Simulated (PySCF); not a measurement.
**TeF: bond curves at several levels of theory**

An exercise on one series of results from a longer session: the logs are not shown, and one member is left open.

Method: Te cc-pVDZ-PP with ECP28, F cc-pVDZ, scalar-relativistic core potentials; program: PySCF 2.14.0.

Set-up of the first run:

The job is set up so:

```json
{
 "atoms": "Te, F",
 "charge": "0",
 "basis": "Te cc-pVDZ-PP with ECP28, F cc-pVDZ",
 "Hamiltonian": "scalar-relativistic core potentials",
 "basis functions": "37",
 "electrons treated": "33",
 "masses in u": "129.9062, 18.9984",
 "levels": "PBE0, PBE, r²SCAN, TPSS, MN15, B2PLYP, HF, MP2, SCS-MP2, CCSD, CCSD(T)",
 "grid": "80 radial by 434 angular points",
 "occupations": "held fixed by the projection of orbital angular momentum",
 "dissociation limit": "Te + F, each in its ground configuration",
 "starting distance in angstrom": "1.935",
 "values of 2S to try": "1, 3"
}
```

On the command line:

```sh
> OMP_NUM_THREADS=1 python dia.py task.json out
```

Among the steps run: Set-up; First curve: PBE0; Excited determinants; PBE (GGA); r²SCAN; TPSS (meta-GGA); MN15 (hybrid meta-GGA); B2PLYP (double hybrid); UHF; Correlated methods on the Hartree–Fock reference.

One table of the session follows, with a row left open; its other results are not shown here.

Energy (eV) from each level's lowest point:

| R (Å) | UHF | UHF-MP2 | UHF-SCS-MP2 | UHF-CCSD | UHF-CCSD(T) |
| --- | --- | --- | --- | --- | --- |
| 1.677 | 1.256 | 1.452 | 1.468 | n/a | n/a |
| 1.755 | 0.502 | 0.639 | 0.652 | 0.646 | 0.671 |
| 1.833 | 0.118 | 0.199 | 0.207 | 0.204 | 0.219 |
| 1.891 | 0.004 | 0.044 | 0.049 | 0.047 | 0.055 |
| 1.950 | 0.000 | 0.000 | 0.000 | 0.000 | 0.000 |
| 2.009 | 0.078 | 0.039 | 0.034 | 0.035 | 0.027 |
| 2.087 | 0.273 | 0.183 | 0.171 | 0.174 | 0.152 |
| 2.184 | ? | ? | ? | ? | ? |
| 2.301 | 1.108 | 0.919 | 0.885 | 0.837 | 0.767 |
| 2.457 | 1.794 | 1.468 | 1.413 | n/a | n/a |

Q: Estimate the row for R (Å) = 2.184 from the others.

Worked estimate for «UHF». A straight line through the neighbours (2.087, 0.273) and (2.301, 1.108) gives 0.273 + (1.108 − 0.273) × (2.184 − 2.087) / (2.301 − 2.087) = 0.651; a parabola fitted to 4 rows on both sides gives 0.632.

**Answer.** UHF: 0.603; UHF-MP2: 0.520; UHF-SCS-MP2: 0.505; UHF-CCSD: 0.439; UHF-CCSD(T): 0.406. In «UHF» the line misses by +0.048 and the parabola by +0.029.
